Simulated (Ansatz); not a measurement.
# ClGeH3N radical: how energies converge with the basis set

The task here is to estimate one member of a computed series from the others.

The runs use Ansatz 0.2.0, Gaussian basis; one geometry, several basis sets.

Levels to be run: PBE0-D4/def2-SVP; ωB97M-V/def2-SVP; PBE0-D4/def2-QZVPP; ωB97M-V/def2-QZVPP; the functionals' def2-TZVPP values are taken from earlier runs.

### The relaxed structure

An earlier PBE0-D4 in a triple-zeta def2 set relaxation fixed the geometry.

SMILES `[NH][GeH2][Cl]`, 6 atoms, charge 0, spin multiplicity 2.

Atoms are counted from 1 here; the program's logs count them from 0.

Bond lengths: N1–Ge2 1.850 Å, N1–H4 1.025 Å, Ge2–Cl3 2.163 Å, Ge2–H5 1.533 Å, Ge2–H6 1.533 Å. Angles: Ge2–N1–H4 110.5°, N1–Ge2–Cl3 112.3°, N1–Ge2–H5 108.2°, N1–Ge2–H6 108.2°, Cl3–Ge2–H5 107.3°, Cl3–Ge2–H6 107.3°, H5–Ge2–H6 113.7°.

Set-up of the first run:

Contents of in.yaml:

```yaml
crystal:
  periodic: [false, false, false]
  atoms:
    - {symbol: N, position_ang: [-0.523216, -1.383041, -0.262984]}
    - {symbol: Ge, position_ang: [0.415560, 0.163720, 0.121689]}
    - {symbol: Cl, position_ang: [-0.803130, 1.938366, -0.087896]}
    - {symbol: H, position_ang: [-1.489891, -1.161576, -0.521186]}
    - {symbol: H, position_ang: [1.570322, 0.283506, -0.878721]}
    - {symbol: H, position_ang: [0.872455, 0.095024, 1.582898]}
basis:
  gaussian: {orbitals: def2-SVP}
magnetization: {spin_polarized: true, initial_magnetization: 1}
hamiltonian: {xc: pbe0, dispersion: d4}
output: {orbitals: {seedname: orbitals}}
```

Among the steps run: PBE0-D4 in def2-SVP; ωB97M-V in def2-SVP; PBE0-D4 in def2-QZVPP; ωB97M-V in def2-QZVPP.

One of the session's tables, all rows but one given; the rest of the session is left out.

It belongs to the step «Density functionals: the series». 

```
functional       basis  HOMO (eV)  LUMO (eV)
   PBE0-D4    def2-SVP      -8.06      -3.26
   PBE0-D4  def2-TZVPP          ?          ?
   PBE0-D4  def2-QZVPP      -8.32      -3.53
   ωB97M-V    def2-SVP     -10.28      -1.09
   ωB97M-V  def2-TZVPP     -10.54      -1.40
   ωB97M-V  def2-QZVPP     -10.58      -1.50
```

Estimate the missing values for PBE0-D4, def2-TZVPP.

**Answer.** HOMO (eV): -8.28; LUMO (eV): -3.47. In the column «HOMO (eV)» it lies between PBE0-D4, def2-QZVPP (-8.32) and PBE0-D4, def2-SVP (-8.06).
